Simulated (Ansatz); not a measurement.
# F2GeH5N: the cost of one run

Method: RKS BLYP/def2-mTZVP, in Ansatz 0.2.0.

### Step 1. The system as given

Bond lengths: Ge1–F3 1.680 Å, Ge1–H4 1.549 Å, Ge1–F5 1.679 Å, Ge1–N6 2.210 Å, N6–H7 1.060 Å, N6–H8 1.060 Å. Angles: F3–Ge1–H4 109.5°, F3–Ge1–F5 109.5°, F3–Ge1–N6 178.9°, H4–Ge1–F5 109.5°, H4–Ge1–N6 70.0°, F5–Ge1–N6 70.0°, Ge1–N6–H7 120.0°, Ge1–N6–H8 120.0°, H7–N6–H8 120.0°.

As a file:

```xyz
9

Ge    0.0000    0.0000    0.0000
H     0.0000    0.0000    1.9000
F     1.5842    0.0000   -0.5594
H    -0.7300    1.2648   -0.5162
F    -0.7913   -1.3709   -0.5594
N    -2.0973    0.0000    0.6969
H    -2.8173   -0.6071    0.2106
H    -2.3831    0.6071    1.5174
H    -1.0245    0.0000    1.8310
```

### Step 2. A restrained relaxation towards end A

Springs on the bonds that form and break draw the guess towards this end; the thresholds are loose.

input.yaml

```yaml
crystal:
  periodic: [false, false, false]
  atoms:
    - { symbol: Ge, position_ang: [0.0, 0.0, 0.0] }
    - { symbol: H, position_ang: [0.0, 0.0, 1.9] }
    - { symbol: F, position_ang: [1.5842, 0.0, -0.5594] }
    - { symbol: H, position_ang: [-0.73, 1.2648, -0.5162] }
    - { symbol: F, position_ang: [-0.7913, -1.3709, -0.5594] }
    - { symbol: "N", position_ang: [-2.0973, 0.0, 0.6969] }
    - { symbol: H, position_ang: [-2.8173, -0.6071, 0.2106] }
    - { symbol: H, position_ang: [-2.3831, 0.6071, 1.5174] }
    - { symbol: H, position_ang: [-1.0245, 0.0, 1.831] }
basis:
  gaussian: { orbitals: def2-mTZVP }
hamiltonian:
  xc: blyp
relax:
  f_tol: 0.15
  max_steps: 25
  restrain:
    - { distance: [0, 5], at: 3.11, k: 30.0 }
    - { distance: [8, 1], at: 1.86, k: 30.0 }
    - { distance: [0, 1], at: 1.55, k: 30.0 }
    - { distance: [8, 5], at: 1.06, k: 30.0 }
```

On the command line:

```
ansatz run input.yaml --threads 4 --pin off --max-ram 5120MiB --backend cpu --events-out ev --progress --plain --runs-dir out
```

What time and memory should one allow on 4 threads of Intel Xeon 6975P-C (Granite Rapids), shared host?

About 6.4 s, with a peak of 0.17 GiB.
